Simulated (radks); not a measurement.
**Valence configurations of Al**

One table from this session's results is given with a row withheld; the runs are named, their logs left out.

Program: radks (a radial shooting solver on a logarithmic mesh, Libxc functionals) version 1. Level of theory: non-relativistic Kohn-Sham, TPSS, spin-unpolarised, spherical densities, point nucleus. These are calculated values, not measurements, unless marked.

## The system

- element: aluminium (Z = 13)
- charge: 0
- electrons: 13
- configuration: [Ne] 3s2 3p1
- others tried: 3s1 3p2; 3p3; 3s0.5 3p2.5; 3s1.5 3p1.5

The outer shells:

Al
```
[Ne] core
3s [↑↓]
3p [↑ ][  ][  ]
```

The first run:

Settings of this run:

```text
Z 13
configuration [Ne] 3s2 3p1
relativity non-relativistic
functional tpss,tpss
spin unpolarised
nucleus point
```

Among the steps run: [Ne] 3s2 3p1.

One table of the session follows, with a row left open; its other results are not shown here.

It belongs to the step «[Ne] 3s2 3p1». From the orbitals of this run (lengths in bohr):

```
level     <r>  outermost maximum (interpolated)  90 % within  nodes
   1s  0.1204                            0.0787        0.215      0
   2s  0.6260                             0.496        0.989      1
   2p  0.6031                             0.428         1.02      0
   3s   2.561                              2.09         3.91      2
   3p       ?                                 ?            ?      ?
```

**Question.** Estimate the row for 3p.

**Answer.** <r>: 3.426; outermost maximum (interpolated): 2.67; 90 % within: 5.46; nodes: 1. In the column «<r>» it is the highest.
